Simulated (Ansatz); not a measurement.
I need a relaxation followed by a look at the electronic structure of Se, space group Fd-3m. Use Ansatz 0.2.0, Python API. Level of theory (first run): LDA, PAW, cutoff 327 eV, 5×5×5 k-points, Methfessel-Paxton smearing of 0.1 eV.

The script reads `se.vasp`:
```text
Se
1.0
   0.00000000    3.12556657    3.12556657
   3.12556657    0.00000000    3.12556657
   3.12556657    3.12556657    0.00000000
Se
2
Direct
   0.50000000    0.50000000    0.50000000
   0.75000000    0.75000000    0.75000000
```

`pipeline_se.py`:
```python
"""Relax Se, then bands and states at the relaxed cell."""

from dataclasses import dataclass
import warnings

import ansatz as az
from ase.io import read
import numpy as np


@dataclass
class Options:
    tolerance: float = 1e-06
    extra_bands: int = 6
    xc: str = "lda"
    filling: str = "methfessel_paxton"


opts = Options()


def count_gap(report):
    # lowest empty less highest filled band, counting bands; zero where they overlap
    return max(report.get("gap_by_band_count_ev") or 0.0, 0.0)


def setup_for(crystal, spacing):
    return (
        crystal.calculation()
        .scf(tolerance=opts.tolerance, extra_bands=opts.extra_bands)
        .functional(opts.xc)
        .basis(24 * az.Ry)
        .occupations(opts.filling)  # the run then minimises F = E - TS
        .kpoints(spacing=spacing)
    )

warnings.simplefilter("ignore", az.DeckWarning)

atoms = read("se.vasp", format="vasp")
structure = az.Crystal.from_ase(atoms)

relaxed = setup_for(structure, 0.4).relax(cell=True, force_tolerance=0.02, max_steps=40).checkpoint(write="relax.run", compress=False).run(threads=1)
cell = np.asarray(relaxed.lattice.cell_ang)
print("relaxed edges (A):", np.linalg.norm(cell, axis=1).round(4), " volume:", round(abs(np.linalg.det(cell)), 3), "A^3")
for site in relaxed.lattice.sites:
    print(" ", site.symbol, np.round(site.position_frac, 4) + 0.0)

final = az.Crystal.from_checkpoint("relax.run")
done = setup_for(final, 0.3).functional("lda").stress().band_table().density_of_states(energy_step=0.05).run(threads=1)
rep = done.report
dos = done.density_of_states()
print(f"pressure at the relaxed cell {np.trace(rep['stress_gpa']) / 3:.3f} GPa, gap by band count {count_gap(rep):.3f} eV")
if count_gap(rep) == 0:
    print("states/eV at the Fermi level:", round(float(np.interp(dos.fermi_ev, dos.energies_ev, dos.spin_summed_g_bin_mean_per_ev)), 3))
```

```console
$ python pipeline_se.py
relaxed edges (A): [4.3602 4.3602 4.3602]  volume: 58.616 A^3
  Se [0.5 0.5 0.5]
  Se [0.75 0.75 0.75]
pressure at the relaxed cell 0.080 GPa, gap by band count 0.000 eV
states/eV at the Fermi level: 1.553
```

These settings explore the input space; cutoff and mesh may be short of convergence. The cutoff lies under the one recommended for these potentials. Under the recommended cutoff a pressure can be off by several GPa, even in sign. For a metal this k-point mesh is coarse: on a finer one energies can move by several to tens of meV an atom and pressures by half a GPa or more, differences at one mesh by less. Only differences from the Fermi energy are physical; the zero of the scale is a convention. The program warned that this SCF threshold is loose for forces or stresses. A gap by band count of zero or less means overlapping bands, a metal. This isn't the structure that Se takes at ambient conditions. Gaps and levels are Kohn-Sham values on a finite set of k-points, without spin-orbit coupling. Where the second run takes another functional or mesh than the relaxation, its pressure isn't zero; pressure is positive in compression. The computed bands are complete only to about 8.0 eV above the Fermi level; beyond that the density of states is undercounted. The script silences the warnings on its input, which a real study should read. Finished in 3.5 s on 1 thread of Intel(R) Xeon(R) 6975P-C (Granite Rapids), on a shared host, peak memory 0.44 GiB.

(Lines on the test bed's own set-up are left out of the output.)
